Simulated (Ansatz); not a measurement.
**doublet GeH3Br+ at 6 levels**

Wanted: a comparison of 6 runs (UHF/3-21G, UB3LYP/6-31G*, UPBE/aug-cc-pVDZ, UPBE0/aug-cc-pVDZ, USVWN5/aug-cc-pVDZ, UMP2/aug-cc-pVDZ) of doublet GeH3Br+. 

The results are computed with Ansatz 0.2.0.

50 further runs of the same task are left out: 8 that didn't finish, 42 set aside as unsound or not needed.

## (1) The structure to begin with

GeH3Br+ has 5 atoms, charge +1, and is taken as a doublet. SMILES of the parent species: `[GeH3][Br]`. The coordinates come from a PBE0-D4/def2-TZVP relaxation. That shape belongs to the parent species and isn't relaxed for this state.

Bond lengths: Ge1–Br2 2.309 Å, Ge1–H3 1.532 Å, Ge1–H4 1.532 Å, Ge1–H5 1.532 Å. Angles: Br2–Ge1–H3 107.2°, Br2–Ge1–H4 107.2°, Br2–Ge1–H5 107.2°, H3–Ge1–H4 111.7°, H3–Ge1–H5 111.7°, H4–Ge1–H5 111.7°.

## (2) A single-point energy at UHF/3-21G (run 1)

File input.yaml:

```yaml
crystal:
  periodic: [false, false, false]
  atoms:
    - symbol: Ge
      position_ang: [0.139040, 0.013690, -0.129150]
    - symbol: Br
      position_ang: [-1.548450, -0.152490, 1.438270]
    - symbol: H
      position_ang: [0.128210, 1.452190, -0.655100]
    - symbol: H
      position_ang: [-0.172230, -0.995930, -1.238090]
    - symbol: H
      position_ang: [1.453450, -0.317450, 0.584070]
basis:
  gaussian:
    orbitals: 3-21G-spherical.json
total_charge: 1
magnetization:
  spin_polarized: true
  initial_magnetization: 1
hamiltonian:
  xc: hf
accuracy: high
output:
  orbitals: {seedname: orbitals}
```

The basis set 3-21G is read from a file made from the Basis Set Exchange's data (not shown).

On the command line:

```
ansatz run input.yaml --threads 1 --pin off --max-ram 3480MiB --events-out events.jsonl --progress --plain --runs-dir runs
```

Log:

```text
Warning: RAYON_NUM_THREADS=1 ignored (pool sized by the plan → 1); use --threads N
Functional definition: HF
  name "HF"
  exchange = exact_x
  correlation = 0
772 factors; integrals over basis functions are off by at most 1.1e-8 eV
mean field evaluation 1: about -125898.8305 eV, gradient 1.0e1 eV
mean field evaluation 2: about -125898.8574 eV, gradient 1.0e1 eV
mean field evaluation 4: about -125900.6500 eV, gradient 2.7e0 eV
mean field evaluation 8: about -125901.0527 eV, gradient 1.2e-1 eV
mean field evaluation 16: about -125901.0529 eV, gradient 3.3e-3 eV
mean field evaluation 32: about -125901.0529 eV, gradient 2.9e-2 eV
mean field evaluation 64: about -125901.0520 eV, gradient 1.7e-1 eV
mean field evaluation 96: about -125901.0528 eV, gradient 3.8e-2 eV
mean field evaluation 128: about -125896.5684 eV, gradient 1.2e1 eV
mean field evaluation 160: about -125896.5698 eV, gradient 1.2e1 eV
mean field -125901.05285980 eV, -4626.7783537988 hartree, gradient 3.6e-8 eV, S^2 0.753191; 1 other end points of the search recorded, 0 dependent functions left out
reference -125901.05285980 eV, -4626.7783537988 hartree; 35, 34 occupied and 15, 16 virtual orbitals, 772 factors
Total energy: -125901.05285980 eV, -4626.7783537988 hartree
```

It took 6.6 s on 1 thread of Arm Neoverse V1, shared host; peak memory 0.23 GiB.

## (3) A single-point energy at UB3LYP/6-31G(d) (Cartesian functions) (run 2)

File molecule.yaml:

```yaml
crystal:
  periodic: [false, false, false]
  atoms:
    - {symbol: Ge, position_ang: [0.139040, 0.013690, -0.129150]}
    - {symbol: Br, position_ang: [-1.548450, -0.152490, 1.438270]}
    - {symbol: H, position_ang: [0.128210, 1.452190, -0.655100]}
    - {symbol: H, position_ang: [-0.172230, -0.995930, -1.238090]}
    - {symbol: H, position_ang: [1.453450, -0.317450, 0.584070]}
basis:
  gaussian:
    orbitals: "6-31G*"
total_charge: 1
magnetization:
  spin_polarized: true
  initial_magnetization: 1
hamiltonian:
  xc: {name: B3LYP}
accuracy: high
output: {orbitals: {seedname: orbitals}}
```

On the command line:

```
ansatz run molecule.yaml --threads 1 --pin off --max-ram 3480MiB --events-out events.jsonl --progress --plain --runs-dir runs
```

Log:

```text
Warning: RAYON_NUM_THREADS=1 ignored (pool sized by the plan → 1); use --threads N
Functional definition: B3LYP
  name "B3LYP"
  parameter a0 = 0.2
  parameter ax = 0.72
  parameter ac = 0.81
  exchange = (1 - a0 - ax)*slater_x + ax*b88_x + a0*exact_x
  correlation = (1 - ac)*vwn_rpa_c + ac*lyp_c
1366 factors; integrals over basis functions are off by at most 7.0e-9 eV
mean field evaluation 1: about -126589.3211 eV, gradient 1.1e1 eV
mean field evaluation 2: about -126589.3776 eV, gradient 1.2e1 eV
mean field evaluation 4: about -126589.9035 eV, gradient 1.1e0 eV
mean field evaluation 8: about -126589.9672 eV, gradient 2.9e-2 eV
mean field evaluation 16: about -126589.9673 eV, gradient 1.6e-3 eV
mean field evaluation 32: about -126589.9674 eV, gradient 1.1e-4 eV
mean field evaluation 64: about -126589.9673 eV, gradient 4.3e-2 eV
mean field -126589.96737478 eV, -4652.0954952615 hartree, gradient 1.8e-8 eV, S^2 0.753636; 3 other end points of the search recorded, 0 dependent functions left out
reference -126589.96740971 eV, -4652.0954965449 hartree; 35, 34 occupied and 41, 42 virtual orbitals, 1366 factors
Total energy: -126589.96740971 eV, -4652.0954965449 hartree
```

Wall time 53 s (1 thread of Arm Neoverse V1, shared host); peak memory 0.39 GiB.

Runs 3 to 4 aren't shown in full; the table further down has their settings and results.

## (4) The energy at USVWN5/aug-cc-pVDZ (run 5)

File job.yaml:

```yaml
basis:
  gaussian:
    orbitals: aug-cc-pVDZ
crystal:
  periodic: [false, false, false]
  atoms:
    - {symbol: Ge, position_ang: [0.139040, 0.013690, -0.129150]}
    - {symbol: Br, position_ang: [-1.548450, -0.152490, 1.438270]}
    - {symbol: H, position_ang: [0.128210, 1.452190, -0.655100]}
    - {symbol: H, position_ang: [-0.172230, -0.995930, -1.238090]}
    - {symbol: H, position_ang: [1.453450, -0.317450, 0.584070]}
total_charge: 1
magnetization:
  spin_polarized: true
  initial_magnetization: 1
hamiltonian:
  xc: {name: SVWN5}
accuracy: high
output:
  orbitals: {seedname: orbitals}
```

On the command line:

```
ansatz run job.yaml --threads 1 --pin off --max-ram 3480MiB --events-out events.jsonl --progress --plain --runs-dir runs
```

Log:

```text
Warning: RAYON_NUM_THREADS=1 ignored (pool sized by the plan → 1); use --threads N
Functional definition: SVWN5
  name "SVWN5"
  exchange = slater_x
  correlation = vwn5_c
1967 factors; integrals over basis functions are off by at most 4.5e-9 eV
mean field evaluation 1: about -126417.6020 eV, gradient 1.3e1 eV
mean field evaluation 2: about -126414.1862 eV, gradient 2.2e1 eV
mean field evaluation 4: about -126418.8151 eV, gradient 5.4e0 eV
mean field evaluation 8: about -126419.0352 eV, gradient 2.7e0 eV
mean field evaluation 16: about -126419.0983 eV, gradient 1.0e-1 eV
mean field evaluation 32: about -126419.0870 eV, gradient 1.0e0 eV
mean field evaluation 64: about -126417.0021 eV, gradient 1.5e1 eV
mean field -126419.09841456 eV, -4645.8161767924 hartree, gradient 1.2e-8 eV, S^2 0.751444; 5 other end points of the search recorded, 0 dependent functions left out
reference -126419.09842434 eV, -4645.8161771519 hartree; 35, 34 occupied and 64, 65 virtual orbitals, 1967 factors
Total energy: -126419.09842434 eV, -4645.8161771519 hartree
```

Wall time 27 s (1 thread of Arm Neoverse V1, shared host); peak memory 0.33 GiB.

## (5) The energy at UMP2/aug-cc-pVDZ (run 6)

Edit job.yaml of step 4 so:

```diff
@@ -1,4 +1 @@
-basis:
-  gaussian:
-    orbitals: aug-cc-pVDZ
 crystal:
@@ -11,2 +8,5 @@
     - {symbol: H, position_ang: [1.453450, -0.317450, 0.584070]}
+basis:
+  gaussian:
+    orbitals: aug-cc-pVDZ
 total_charge: 1
@@ -15,6 +15,5 @@
   initial_magnetization: 1
-hamiltonian:
-  xc: {name: SVWN5}
+correlation:
+  method: mp2
+  frozen_orbitals: {Br: 9, Ge: 9, H: 0}
 accuracy: high
-output:
-  orbitals: {seedname: orbitals}
```

On the command line:

```
ansatz run job.yaml --threads 1 --pin off --max-ram 3480MiB --events-out events.jsonl --progress --plain --runs-dir runs
```

Log:

```text
Warning: RAYON_NUM_THREADS=1 ignored (pool sized by the plan → 1); use --threads N
[... 4 set-up lines as earlier in the session ...]
1967 factors; integrals over basis functions are off by at most 4.5e-9 eV
mean field evaluation 1: about -126507.4195 eV, gradient 1.1e1 eV
mean field evaluation 2: about -126507.4265 eV, gradient 1.1e1 eV
mean field evaluation 4: about -126509.1632 eV, gradient 2.9e0 eV
mean field evaluation 8: about -126509.6286 eV, gradient 2.1e-1 eV
mean field evaluation 16: about -126509.6301 eV, gradient 9.0e-3 eV
mean field evaluation 32: about -126509.6301 eV, gradient 1.3e-6 eV
mean field evaluation 64: about -126509.6301 eV, gradient 2.5e-5 eV
mean field evaluation 96: about -126509.6301 eV, gradient 1.1e-3 eV
mean field evaluation 128: about -126509.6301 eV, gradient 6.0e-4 eV
mean field evaluation 160: about -126509.6301 eV, gradient 3.1e-6 eV
mean field evaluation 192: about -126509.6301 eV, gradient 2.4e-2 eV
mean field -126509.63009722 eV, -4649.1431547656 hartree, gradient 5.8e-10 eV, S^2 0.758531; 7 other end points of the search recorded, 0 dependent functions left out
18 core orbitals not correlated: weight in the atoms' cores, before any rotation towards them, 1.000 or more for the frozen orbitals, at most 0.000 for the correlated occupied ones
reference -126509.63009722 eV, -4649.1431547656 hartree; 17, 16 occupied and 64, 65 virtual orbitals, 1967 factors
second order -6.42472581 eV of doubles, -0.00000000 eV of singles
Total energy: -126516.05482303 eV, -4649.3792590844 hartree
```

Run time: 2.8 min. Hardware: 1 thread of Arm Neoverse V1, shared host; peak memory 0.59 GiB.

## (6) The series

| run | level | Cartesian functions | frozen core orbitals | energy (Eh) | HOMO energy (eV) | ⟨S²⟩ | wall time |
| --- | --- | --- | --- | --- | --- | --- | --- |
| 1 | UHF/3-21G | no | – | -4626.778354 | -18.10 | 0.753 | 6.6 s |
| 2 | UB3LYP/6-31G* (Cartesian functions) | yes | – | -4652.095497 | -14.77 | 0.754 | 53 s |
| 3 | UPBE/aug-cc-pVDZ | no | – | -4651.838623 | -13.64 | 0.752 | 61 s |
| 4 | UPBE0/aug-cc-pVDZ | no | – | -4651.980840 | -15.00 | 0.755 | 2.9 min |
| 5 | USVWN5/aug-cc-pVDZ | no | – | -4645.816177 | -13.66 | 0.751 | 27 s |
| 6 | UMP2/aug-cc-pVDZ | no | 18 | -4649.379259 | – | 0.759 | 2.8 min |

## (7) Summary of results

| quantity | value |
| --- | --- |
| run 6: total energy | -4649.37926 Eh |
| run 6: correlation energy (18 core orbitals frozen) | -236.1 mEh |
| run 6: ⟨S²⟩ of the reference determinant | 0.759 |

In words: Totals of different functionals can't be ranked against each other. All runs together took 8.2 min, the longest 2.9 min.
